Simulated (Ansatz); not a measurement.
I need a rigid scan of one bond length of C₂HFZn, SMILES F[C]1=[CH][Zn]1. Use the Ansatz DFT code, driven from Python. Level of theory (for the species named): B3LYP, def2-SVP basis, multiplicity 1, D4 dispersion.

```xyz
5

F    -0.2575   -1.7034    0.9834
C    -0.2170   -0.5340    0.2203
C     0.3954    0.5886   -0.1152
Zn   -1.1339    0.3157   -1.1548
H     1.2629    1.2594    0.0248
```

`scan.py`
```python
'''Potential curve of C2HFZn along one bond.'''

import ansatz as az
from ase import Atoms
import numpy as np

BASIS_SET = 'def2-SVP'
XC = 'b3lyp'
DISPERSION = 'd4'

atoms = Atoms(['F', 'C', 'C', 'Zn', 'H'], positions=[
    (-0.2575, -1.7034, 0.9834),
    (-0.217, -0.534, 0.2203),
    (0.3954, 0.5886, -0.1152),
    (-1.1339, 0.3157, -1.1548),
    (1.2629, 1.2594, 0.0248),
])
mol = az.Crystal.molecule_from_ase(atoms)

symbols = [site.symbol for site in mol.cartesian_sites]
start = np.array([site.position_ang for site in mol.cartesian_sites])
axis = (start[4] - start[2]) / np.linalg.norm(start[4] - start[2])
moving = [4]
lengths, energies = [0.973, 1.017, 1.061, 1.105, 1.15, 1.194, 1.238, 1.304], []
for length in lengths:
    xyz = start.copy()
    xyz[moving] += (length - np.linalg.norm(start[4] - start[2])) * axis
    point = az.Crystal.molecule()
    for symbol, place in zip(symbols, xyz):
        point = point.atom(symbol, place.tolist())
    base = point.calculation()
    base = base.basis(gaussian=BASIS_SET).functional(XC, dispersion=DISPERSION)
    summary = base.run().report
    energies.append(summary['free_energy_ev'])
    print(f'r = {length:6.3f} A  E = {energies[-1]:.5f} eV  <S^2> = {abs(summary["mean_field"]["state"]["spin_squared"]):.3f}')

# quartic fit about the minimum
fit = np.polynomial.Polynomial.fit(lengths, np.array(energies) - min(energies), 4).convert()
roots = [r.real for r in fit.deriv().roots() if abs(r.imag) < 1e-9 and fit.deriv(2)(r.real) > 0]
r_e = min(roots, key=lambda r: abs(r - lengths[int(np.argmin(energies))]))
print(f'minimum of the fit at {r_e:.4f} A, force constant {fit.deriv(2)(r_e):.2f} eV/A^2')
```

```console
$ python scan.py
r =  0.973 A  E = -53211.58544 eV  <S^2> = 0.000
r =  1.017 A  E = -53211.79380 eV  <S^2> = 0.000
r =  1.061 A  E = -53211.89912 eV  <S^2> = 0.000
r =  1.105 A  E = -53211.92451 eV  <S^2> = 0.000
r =  1.150 A  E = -53211.88712 eV  <S^2> = 0.000
r =  1.194 A  E = -53211.80379 eV  <S^2> = 0.000
r =  1.238 A  E = -53211.68627 eV  <S^2> = 0.000
r =  1.304 A  E = -53211.46646 eV  <S^2> = 0.000
minimum of the fit at 1.0992 A, force constant 32.91 eV/A^2
```

What to keep in mind:
- Total energies depend on the basis set; only differences at equal settings carry meaning.
- The rest of the molecule is held rigid at a force-field or estimated start geometry, and the basis set is modest; single-reference methods fail as a bond breaks.
- b3lyp holds the VWN-RPA fit, as in Gaussian; the form of ORCA and Turbomole is b3lyp5.
- The orbitals are restricted, so S² is zero by construction.
- Finished in 28 s on 1 thread of Arm Neoverse V1, with other jobs on the host, peak memory 0.22 GiB.

(Lines on the test bed's own set-up are left out of the output.)
